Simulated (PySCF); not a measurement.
# PtO(OH)2: structure of the triplet

Where does triplet PtO(OH)2 go from a B3LYP minimum start, is the end point a minimum, and what are its modes, charges and moments?

Method: B3LYP, basis Pt def2-SVP with ECP60, O def2-SVP, H def2-SVP, scalar-relativistic core potentials, no spin–orbit coupling, density fitting; program: PySCF 2.14.0.

## (1) Starting geometry

6 atoms, charge 0, spin multiplicity 3.

Bond lengths: Pt1–O2 1.769 Å, Pt1–O3 1.924 Å, Pt1–O4 1.922 Å, O3–H5 0.974 Å, O4–H6 0.975 Å. Angles: O2–Pt1–O3 135.6°, O2–Pt1–O4 132.7°, O3–Pt1–O4 91.7°, Pt1–O3–H5 109.2°, Pt1–O4–H6 108.5°.

Z-matrix (Å, degrees; charge 0 multiplicity 3):
```
Pt
O  1 1.7687
O  1 1.9236 2 135.59
O  1 1.9222 2 132.70 3 179.09
H  3 0.9743 1 109.15 2 -108.64
H  4 0.9745 1 108.52 2 -107.32
```

## (2) Finding the electronic state

The steps below are one call of a driver around PySCF. For each, scf.py gives the equivalent set-up of the SCF; relaxations use the driver's own optimiser. After this first run the driver tries any further starts and a stability analysis.

The input, scf.py:

```python
from pyscf import gto, scf, dft
mol = gto.M(atom='''
Pt     0.063311    -0.006626    -0.035883
O      1.547840    -0.147921    -0.986973
O     -0.359331     0.341237     1.808171
O     -1.798183    -0.130227    -0.498931
H     -0.690730    -0.477230     2.220046
H     -2.184781     0.763844    -0.468739''',
    basis={'Pt': 'def2-SVP', 'O': 'def2-SVP', 'H': 'def2-SVP'},
    ecp={'Pt': 'def2-SVP'},
    charge=0, spin=2)
mf = dft.UKS(mol, xc='B3LYP')
mf.grids.atom_grid = (50, 194)
aux = {'Pt': 'def2-universal-JKFIT', 'O': 'def2-universal-JKFIT', 'H': 'def2-universal-JKFIT'}
mf = mf.density_fit(auxbasis=aux)
mf.conv_tol = 1e-08
mf.diis_space = 10
mf.max_cycle = 60
mf.init_guess = 'minao'
mf.verbose = 4
mf.kernel()
```

Started as:

```
OMP_NUM_THREADS=2 python axn.py task.json out
```

Further steps of the session: Relaxing the triplet from the B3LYP minimum start; Vibrations and properties at this point.

Before running it: what results should come out? Wanted: minimum; geometry; wavenumbers; dipole moment; highest occupied, lowest empty level; polar-tensor charge of Pt1; zero-point energy; atomisation energy; ⟨S²⟩.

**Answer**, as computed:

```
                                          quantity                                                                                                                                 value
                                           minimum                                                                                                                           triplet, C1
                                          geometry  O–H 0.974 Å (×2), Pt–O 1.769 Å, Pt–O 1.920 Å, Pt–O 1.925 Å; H–O–Pt 108.1°, H–O–Pt 109.7°, O–Pt–O 91.8°, O–Pt–O 129.6°, O–Pt–O 138.6°
                                wavenumbers (cm⁻¹)                           44 (a), 222 (a), 229 (a), 335 (a), 370 (a), 608 (a), 647 (a), 792 (a), 915 (a), 966 (a), 3723 (a), 3731 (a)
                                     dipole moment                                                                                                                                1.91 D
highest occupied, lowest empty level (either spin)                                                                                                                       -7.19, -4.38 eV
                        polar-tensor charge of Pt1                                                                                                                               +0.84 e
                                 zero-point energy                                                                                                                           75.3 kJ/mol
                               entropy at 298.15 K                                                                                                                       346.0 J/(mol K)
         atomisation energy (no zero-point energy)                                                                                                                           1752 kJ/mol
                                              ⟨S²⟩                                                                                                                                 2.016
```

The B3LYP minimum start ends in a minimum without symmetry. The strongest infrared band lies at 335 cm⁻¹ (a). Other starts or spin states, not run here, may lie lower. One determinant may miss the lowest occupation of an open d or f shell. With an element this heavy the missing spin–orbit coupling can shift these numbers.
